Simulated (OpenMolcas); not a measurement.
# CH6Sn (SMILES [CH3][SnH3]) at 6 levels

Aim: a comparison of 6 runs (B2PLYP/def2-SVP, M06-2X/def2-SVP, M06-L/def2-SVP, TPSS/def2-SVP, revPBE/def2-SVP, CCSD(T)/def2-SVP) of CH6Sn. 

Program for the calculation: OpenMolcas 26.06.

### Step 1. The molecule

CH6Sn has 8 atoms, charge 0, and is taken as a singlet. As SMILES, `[CH3][SnH3]`. The coordinates come from a PBE0-D4/def2-TZVP relaxation.

Bond lengths: C1–Sn2 2.140 Å, C1–H3 1.090 Å, C1–H4 1.090 Å, C1–H5 1.090 Å, Sn2–H6 1.709 Å, Sn2–H7 1.709 Å, Sn2–H8 1.709 Å. Some angles: C1–Sn2–H6 110.1°, C1–Sn2–H7 110.1°, C1–Sn2–H8 110.1°, Sn2–C1–H3 110.0°, Sn2–C1–H4 110.0°, Sn2–C1–H5 110.0°, H6–Sn2–H7 108.8°, H6–Sn2–H8 108.8°, H7–Sn2–H8 108.8°, H3–C1–H4 109.0°.

### Step 2. A single-point energy at B2PLYP/def2-SVP (core potential) (run 1)

calc.input reads:

```
* CH6Sn Kohn-Sham DFT
&GATEWAY
BasLib=$CurrDir
Coord
8
angstrom
C        1.094500       0.367400      -0.110600
Sn      -0.919400      -0.329100       0.082100
H        1.300500       0.627700      -1.148800
H        1.789300      -0.411200       0.204000
H        1.244600       1.249200       0.512300
H       -2.012000       0.886800      -0.417500
H       -1.156700      -1.716400      -0.887800
H       -1.248700      -0.731500       1.710400
Basis=def2-SVP
Group=NoSym
&SEWARD
GridInput
Grid=UltraFine
End of Grid
&SCF
KSDFT=B2PLYP_SCF
Thresholds=1e-10 1e-07 1e-07 1e-05
PrOrbitals=1
&MBPT2
Frozen=5
```

The basis set def2-SVP is read from a file made from the Basis Set Exchange's data (not shown).

Run with:

```
$ export MOLCAS_MEM=1860
$ pymolcas calc.input > calc.log
```

Log:

```text
--- Start Module: gateway ---
[...]
--- Stop Module: gateway /rc=_RC_ALL_IS_WELL_ ---
[...]
      Basis functions           70
[...]
--- Start Module: scf ---
[...]
       Convergence after  11 Iterations
[...]
::    Total KS-DFT energy                            -255.5172676050
[...]
      Total spin, S                                     0.0000000000
[...]
      Total electronic charge=   34.000000
      Total            charge=   -0.000000
[...]
      Dipole Moment (debye):
      Origin of the operator (angstrom)=   -0.7045   -0.2548    0.0615
                   X=  7.1451E-01               Y=  2.4701E-01               Z= -6.8505E-02           Total=  7.5910E-01
      Quadrupole Moment (debye*angstrom):
[...]
--- Stop Module: scf /rc=_RC_ALL_IS_WELL_ ---
[...]
--- Start Module: mbpt2 ---
[...]
 ###    WARNING: MP2 implementation intended for RHF references only         ###
 ###############################################################################
MBPT2 WARNING: Reference function according to RunFile:KS-DFT
I'll assume you know what you're doing and continue
WARNING!
Default frozen orbitals as non valence orbitals is overwritten by user input.
Default values:   1
[...]
       Reference weight ( Cref**2 )         =        0.85800
::    Total MBPT2 energy                             -255.8555785567
[...]
      Total MBPT2 calculations                           0.15      0.15
--- Stop Module: mbpt2 /rc=_RC_ALL_IS_WELL_ ---
[...]
```

Run time: 15 s. Hardware: 1 thread of Arm Neoverse V1, shared host; peak memory 0.41 GiB.

### Step 3. Energy and gradient at M06-2X/def2-SVP (core potential) (run 2)

mol.input reads:

```
>>> EXPORT MOLCAS_PRINT=2

&GATEWAY
 BasLib
 $CurrDir
 Coord
 8
 angstrom
 C        1.094500       0.367400      -0.110600
 Sn      -0.919400      -0.329100       0.082100
 H        1.300500       0.627700      -1.148800
 H        1.789300      -0.411200       0.204000
 H        1.244600       1.249200       0.512300
 H       -2.012000       0.886800      -0.417500
 H       -1.156700      -1.716400      -0.887800
 H       -1.248700      -0.731500       1.710400
 Basis
 def2-SVP
 Group
 NoSym

&SEWARD
 GridInput
 Grid=UltraFine
 End of Grid

&SCF
 KSDFT
 M062X
 Thresholds
 1e-10 1e-07 1e-07 1e-05
 PrOrbitals
 1 1

&ALASKA
```

The basis set def2-SVP is read from a file made from the Basis Set Exchange's data (not shown).

Run with:

```
$ export MOLCAS_MEM=1860
$ pymolcas mol.input > mol.log
```

Log:

```text
--- Start Module: gateway ---
[...]
--- Stop Module: gateway /rc=_RC_ALL_IS_WELL_ ---
[...]
      Basis functions           70
[...]
--- Start Module: scf ---
[...]
       Convergence after  11 Iterations
[...]
::    Total KS-DFT energy                            -255.8405418061
[...]
      Total spin, S                                     0.0000000000
[...]
      Total electronic charge=   34.000000
      Total            charge=   -0.000000
[...]
      Dipole Moment (debye):
      Origin of the operator (angstrom)=   -0.7045   -0.2548    0.0615
                   X=  6.8688E-01               Y=  2.3746E-01               Z= -6.5880E-02           Total=  7.2975E-01
      Quadrupole Moment (debye*angstrom):
[...]
--- Stop Module: scf /rc=_RC_ALL_IS_WELL_ ---
[...]
--- Start Module: alaska ---
[...]
 *              Molecular gradients               *
 **************************************************
  Irreducible representation: a
 ------------------------------------------------------------------------------------------
                              X                       Y                       Z
 ------------------------------------------------------------------------------------------
  C1                1.29739920020278E-03    3.91962565904347E-04   -9.54597747897523E-05
  SN2               1.83924313796791E-03    6.65428176818583E-04   -2.26741409653397E-04
  H3               -1.76438379999322E-03   -1.44770330430166E-03    4.70015779078548E-03
  H4               -3.95658031825752E-03    3.21175556034659E-03   -1.34514705590427E-03
  H5               -1.50069058589919E-03   -4.20443138791615E-03   -2.69001555495585E-03
  H6                2.76190911855290E-03   -3.16937692426622E-03    1.30239182300973E-03
  H7                5.36813104810907E-04    3.53676771203704E-03    2.54723226860865E-03
  H8                7.86290142685275E-04    1.01559760131842E-03   -4.19241808708737E-03
[...]
--- Stop Module: alaska /rc=_RC_ALL_IS_WELL_ ---
[...]
```

Run time: 28 s. Hardware: 1 thread of Arm Neoverse V1, shared host; peak memory 0.41 GiB.

Runs 3 to 5 aren't shown in full; the table further down has their settings and results.

### Step 4. The energy at CCSD(T)/def2-SVP (core potential) (run 6)

struct.xyz reads:

```xyz
8

C      1.094500     0.367400    -0.110600
Sn    -0.919400    -0.329100     0.082100
H      1.300500     0.627700    -1.148800
H      1.789300    -0.411200     0.204000
H      1.244600     1.249200     0.512300
H     -2.012000     0.886800    -0.417500
H     -1.156700    -1.716400    -0.887800
H     -1.248700    -0.731500     1.710400
```

job.inp reads:

```
* CH6Sn CCSD(T)
&GATEWAY
BASLIB=$CurrDir
COORD=struct.xyz
BASIS=def2-SVP
GROUP=NoSym
&SEWARD
&SCF
THRESHOLDS=1e-10 1e-07 1e-07 1e-05
PRORBITALS=1 1
&RASSCF
FILEORB=$Project.ScfOrb
SPIN=1
NACTEL=0 0 0
INACTIVE=17
RAS2=0
OUTORBITALS=Canonical
ORBLISTING=Nothing
&MOTRA
JOBIPH
FROZEN=5
&CCSDT
CCT
TRIPLES=2
ITERATIONS=80
ACCURACY=1e-08
EXTRAPOLATION=5 4
```

The basis set def2-SVP is read from a file made from the Basis Set Exchange's data (not shown).

Run with:

```
$ export MOLCAS_MEM=1860
$ pymolcas job.inp > job.log
```

Log:

```text
--- Start Module: gateway ---
[...]
--- Stop Module: gateway /rc=_RC_ALL_IS_WELL_ ---
[...]
      Basis functions           70
[...]
       Convergence after  11 Iterations
[...]
::    Total SCF energy                               -254.6443023091
[...]
      Total spin, S                                     0.0000000000
[...]
      Number of active orbitals                  0
[...]
      Spin quantum number                      0.0
[...]
      Active orbitals                            0
[...]
      Number of CSFs                             1
[...]
      Number of root(s) required                 1
[...]
      Convergence after  4 iterations
[...]
      Natural orbitals and occupation numbers for root  1
      ************************************************************************************************************************
      *                                                    Final results                                                     *
      ************************************************************************************************************************
[...]
::    RASSCF root number  1 Total energy:   -254.64430231
[...]
      Total electronic charge=   34.000000
      Total            charge=   -0.000000
[...]
      Dipole Moment (debye):
      Origin of the operator (angstrom)=   -0.7045   -0.2548    0.0615
                   X=  6.9113E-01               Y=  2.3891E-01               Z= -6.6276E-02           Total=  7.3425E-01
      Quadrupole Moment (debye*angstrom):
[...]
--- Start Module: motra ---
[...]
      *** WARNING: Default frozen orbitals is overwritten by user input.
      *** Default values:   1
[...]
--- Stop Module: motra /rc=_RC_ALL_IS_WELL_ ---
--- Start Module: ccsdt ---
[...]
      Convergence after                    15  Iterations
      Total energy (diff) :    -254.95919153      -0.00000000
[...]
 METHOD                       : CCSD+T(CCSD)+<T3(1)WT1> = CCSD(T)
[...]
       CCSD     =      -254.9591915266566
[...]
--- Stop Module: ccsdt /rc=_RC_ALL_IS_WELL_ ---
[...]
```

Run time: 27 s. Hardware: 1 thread of Arm Neoverse V1, shared host; peak memory 0.41 GiB.

### Step 5. The series

| run | level | task | frozen core orbitals | energy (Eh) | dipole moment (D) of the reference | HOMO energy (eV) | LUMO energy (eV) | wall time |
| --- | --- | --- | --- | --- | --- | --- | --- | --- |
| 1 | B2PLYP/def2-SVP (core potential) | energy | 5 | -255.608612 | 0.76 | -9.39 | 1.74 | 15 s |
| 2 | M06-2X/def2-SVP (core potential) | gradient | – | -255.840542 | 0.73 | -9.47 | 1.45 | 28 s |
| 3 | M06-L/def2-SVP (core potential) | gradient | – | -256.096393 | 0.71 | -7.32 | 0.72 | 34 s |
| 4 | TPSS/def2-SVP (core potential) | gradient | – | -255.875555 | 0.86 | -7.29 | 0.19 | 31 s |
| 5 | revPBE/def2-SVP (core potential) | gradient | – | -255.975872 | 0.82 | -7.13 | 0.11 | 24 s |
| 6 | CCSD(T)/def2-SVP (core potential) | energy | 5 | -254.967285 | 0.73 | -11.20 | 3.45 | 27 s |

### Step 6. What came out

```
                                          quantity          value
                               run 6: total energy  -254.96728 Eh
         run 6: dipole moment (mean-field density)         0.73 D
        run 6: HOMO energy (Hartree–Fock orbitals)      -11.20 eV
        run 6: LUMO energy (Hartree–Fock orbitals)        3.45 eV
      run 6: HOMO–LUMO gap (Hartree–Fock orbitals)       14.66 eV
run 6: correlation energy (5 core orbitals frozen)     -323.0 mEh
                             run 6: (T) correction      -8.09 mEh
```

Over runs 1, 2, 3, 4, 5 the dipole moment (its size) runs from 0.71 D (M06-L/def2-SVP) to 0.86 D (TPSS/def2-SVP). Over runs 1, 2, 3, 4, 5 the HOMO–LUMO gap runs from 7.24 eV (revPBE/def2-SVP) to 11.14 eV (B2PLYP/def2-SVP). A double hybrid's value is that of its SCF part. For B2PLYP the log adds the whole second-order term; the table takes 0.27 of it, as the functional is defined. Totals of different functionals can't be ranked against each other. All runs together took 2.6 min, the longest 34 s.
